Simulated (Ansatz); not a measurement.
# Ge: the cost of one run

Method: DFT r2SCAN, scalar-relativistic, plane waves, PAW, in Ansatz 0.2.0.

## Step 1: Starting point

The structure is cubic, space group Fd-3m (No. 227). The conventional cell has a = 5.660 Å, b = 5.660 Å, c = 5.660 Å, α = 90.00°, β = 90.00°, γ = 90.00°. Ge (site symmetry -43m) is surrounded by 4 Ge at 2.45 Å.

As a file:

```cif
data_structure
_symmetry_space_group_name_H-M 'P 1'
_symmetry_Int_Tables_number 1
_cell_length_a 4.0022
_cell_length_b 4.0022
_cell_length_c 5.6600
_cell_angle_alpha 90.000
_cell_angle_beta 90.000
_cell_angle_gamma 90.000
_cell_volume 90.66
loop_
_atom_site_label
_atom_site_type_symbol
_atom_site_fract_x
_atom_site_fract_y
_atom_site_fract_z
_atom_site_occupancy
Ge1 Ge 0.00000 0.00000 0.00000 1
Ge2 Ge 0.00000 0.50000 0.75000 1
Ge3 Ge 0.50000 0.00000 0.25000 1
Ge4 Ge 0.50000 0.50000 0.50000 1
```

## Step 2: Relaxing cell and atoms: Ge, no spin

The input, input.yaml:

```yaml
crystal:
  lattice:
    - [2.83, 2.83, 0.0]
    - [-2.83, 2.83, 0.0]
    - [0.0, 0.0, 5.66]
  atoms:
    - { symbol: Ge, position: [0.0, 0.0, 0.0] }
    - { symbol: Ge, position: [0.0, 0.5, 0.75] }
    - { symbol: Ge, position: [0.5, 0.0, 0.25] }
    - { symbol: Ge, position: [0.5, 0.5, 0.5] }
scf:
  occupations: { method: gaussian, width: 0.01 }
output:
  forces: true
  stress: true
hamiltonian:
  xc: r2scan
kpoints:
  mp_grid: { grid: [8, 8, 6], shift: [0.5, 0.5, 0.5] }
relax:
  f_tol: 0.002
  cell: { stress_tol: 0.03 }
```

Launch:

```
> ansatz run input.yaml --threads 4 --pin off --max-ram 8192MiB --backend cpu --events-out ev --progress --plain --runs-dir out
```

**Question.** How long does this run take on 4 threads of Intel Xeon Platinum 8259CL at 2.50GHz (Skylake/Cascade Lake), shared host, and how much memory does it need?

About 19 s, with a peak of 0.66 GiB.
